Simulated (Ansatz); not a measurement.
# ClF4Ti: the cost of one run

All numbers below are computed with Ansatz 0.2.0 (UKS BHLYP/def2-SVP).

## (1) Starting point

Bond lengths: Ti1–F2 2.080 Å, Ti1–F3 1.830 Å, Ti1–F4 1.829 Å, Ti1–F5 1.829 Å, F2–Cl6 1.800 Å. Angles: Ti1–F2–Cl6 180.0°, F2–Ti1–F3 109.4°, F2–Ti1–F4 109.5°, F2–Ti1–F5 109.5°, F3–Ti1–F4 109.5°, F3–Ti1–F5 109.5°, F4–Ti1–F5 109.5°.

As a file:

```xyz
6

Ti    0.0000    0.0000    0.0000
F     0.0000    0.0000    2.0800
F     1.7257    0.0000   -0.6094
F    -0.8619    1.4933   -0.6094
F    -0.8619   -1.4933   -0.6094
Cl    0.0000    0.0000    3.8800
```

## (2) Pulling towards end A

Springs on the bonds that form and break draw the guess towards this end; the thresholds are loose.

input.yaml

```yaml
crystal:
  periodic: [false, false, false]
  atoms:
    - { symbol: Ti, position_ang: [0.0, 0.0, 0.0] }
    - { symbol: F, position_ang: [0.0, 0.0, 2.08] }
    - { symbol: F, position_ang: [1.7257, 0.0, -0.6094] }
    - { symbol: F, position_ang: [-0.8619, 1.4933, -0.6094] }
    - { symbol: F, position_ang: [-0.8619, -1.4933, -0.6094] }
    - { symbol: Cl, position_ang: [0.0, 0.0, 3.88] }
magnetization:
  spin_polarized: true
  initial_magnetization: 1
basis:
  gaussian: { orbitals: def2-SVP }
hamiltonian:
  xc: { name: BHLYP }
relax:
  f_tol: 0.15
  max_steps: 25
  restrain:
    - { distance: [1, 5], at: 2.7, k: 30.0 }
    - { distance: [0, 1], at: 1.83, k: 30.0 }
```

Command:

```bash
$ ansatz run input.yaml --threads 4 --pin off --max-ram 5120MiB --backend cpu --events-out ev --progress --plain --runs-dir out
```

**Question.** How long does this run take on 4 threads of Arm Neoverse V2, shared host, and how much memory does it need?

About 24 s, with a peak of 0.42 GiB.
